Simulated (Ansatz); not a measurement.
# BCl2H11O2Si4: the cost of one run

Computed with Ansatz 0.2.0, Gaussian basis. Level: PBE0-D4, def2-SVP first, then def2-TZVP.

151 further runs of the same task are left out: 151 set aside as unsound or not needed. Runs told in other sessions of the task aren't counted.

**1. Where the work starts**

The guess: 20 atoms, charge 0, spin multiplicity 1.

Atoms are counted from 1 here; the program's logs count them from 0.

Bond lengths: B1–Cl3 1.751 Å, B1–O4 1.294 Å, B1–O10 1.564 Å, O4–Si5 1.692 Å, Si5–Si6 2.340 Å, Si5–Si7 2.347 Å, Si5–Si8 2.345 Å, Si6–H11 1.470 Å, Si6–H12 1.469 Å, Si6–H13 1.468 Å, Si7–H14 1.471 Å, Si7–H15 1.467 Å, Si7–H16 1.470 Å, Si8–H17 1.470 Å, Si8–H18 1.465 Å, Si8–H19 1.468 Å, H9–O10 1.177 Å, O10–H20 0.967 Å. Angles: Cl3–B1–O4 122.5°, Cl3–B1–O10 112.1°, O4–B1–O10 117.5°, B1–O4–Si5 141.0°, O4–Si5–Si6 97.1°, O4–Si5–Si7 103.3°, O4–Si5–Si8 107.0°, Si6–Si5–Si7 116.5°, Si6–Si5–Si8 116.6°, Si7–Si5–Si8 113.5°, Si5–Si6–H11 114.7°, Si5–Si6–H12 108.2°, Si5–Si6–H13 115.3°, H11–Si6–H12 106.0°, H11–Si6–H13 105.4°, H12–Si6–H13 106.5°, Si5–Si7–H14 114.4°, Si5–Si7–H15 109.7° and more.

Coordinates:

```xyz
20
BCl2H11O2Si4
B    -1.44280   -1.04680   -1.13880
Cl    0.02390   -2.70870   -1.81060
Cl   -2.80250   -1.08620   -2.24180
O    -0.73250    0.01790   -0.94860
Si    0.40150    0.66840    0.12600
Si    0.60980    2.75870   -0.90510
Si   -0.72180    0.62380    2.18570
Si    2.28620   -0.72620    0.06030
H    -0.84900   -2.71770   -0.41460
O    -1.64570   -2.00640    0.07920
H    -0.56350    3.63280   -0.76470
H     1.72560    3.47280   -0.27120
H     0.90110    2.72350   -2.34340
H    -0.71410   -0.68650    2.85320
H    -0.08850    1.56640    3.11370
H    -2.14090    0.99960    2.10940
H     3.34130   -0.04060    0.81960
H     2.83660   -0.98220   -1.27260
H     2.09020   -2.03230    0.70220
H    -2.51490   -2.43030    0.06190
```

Distances that are to change: B1–O10 1.56 Å, Cl2–H9 1.65 Å, B1–Cl2 2.32 Å, H9–O10 1.18 Å.

**2. Constrained relaxation of the guess**

hold/in.yaml reads:

```yaml
crystal:
  periodic: [false, false, false]
  atoms:
    - {symbol: B, position_ang: [-1.442800, -1.046800, -1.138800]}
    - {symbol: Cl, position_ang: [0.023900, -2.708700, -1.810600]}
    - {symbol: Cl, position_ang: [-2.802500, -1.086200, -2.241800]}
    - {symbol: O, position_ang: [-0.732500, 0.017900, -0.948600]}
    - {symbol: Si, position_ang: [0.401500, 0.668400, 0.126000]}
    - {symbol: Si, position_ang: [0.609800, 2.758700, -0.905100]}
    - {symbol: Si, position_ang: [-0.721800, 0.623800, 2.185700]}
    - {symbol: Si, position_ang: [2.286200, -0.726200, 0.060300]}
    - {symbol: H, position_ang: [-0.849000, -2.717700, -0.414600]}
    - {symbol: O, position_ang: [-1.645700, -2.006400, 0.079200]}
    - {symbol: H, position_ang: [-0.563500, 3.632800, -0.764700]}
    - {symbol: H, position_ang: [1.725600, 3.472800, -0.271200]}
    - {symbol: H, position_ang: [0.901100, 2.723500, -2.343400]}
    - {symbol: H, position_ang: [-0.714100, -0.686500, 2.853200]}
    - {symbol: H, position_ang: [-0.088500, 1.566400, 3.113700]}
    - {symbol: H, position_ang: [-2.140900, 0.999600, 2.109400]}
    - {symbol: H, position_ang: [3.341300, -0.040600, 0.819600]}
    - {symbol: H, position_ang: [2.836600, -0.982200, -1.272600]}
    - {symbol: H, position_ang: [2.090200, -2.032300, 0.702200]}
    - {symbol: H, position_ang: [-2.514900, -2.430300, 0.061900]}
basis:
  gaussian: {orbitals: def2-SVP}
hamiltonian: {xc: pbe0, dispersion: d4}
relax: {f_tol: 0.04, max_steps: 150, escape_saddle: false, constraints: [{distance: [0, 9]}, {distance: [1, 8]}, {distance: [0, 1]}, {distance: [8, 9]}]}
```

Started as:

```console
ansatz run in.yaml --threads 4 --pin off --events-out ev --progress --plain --max-ram 66560MiB --backend cuda --devices 0, --max-vram 37GiB
```

**Question.** How long does this run take on 1 × a share of an NVIDIA H100 with 4 threads of AMD EPYC 7R13, shared host?

About 19 s.
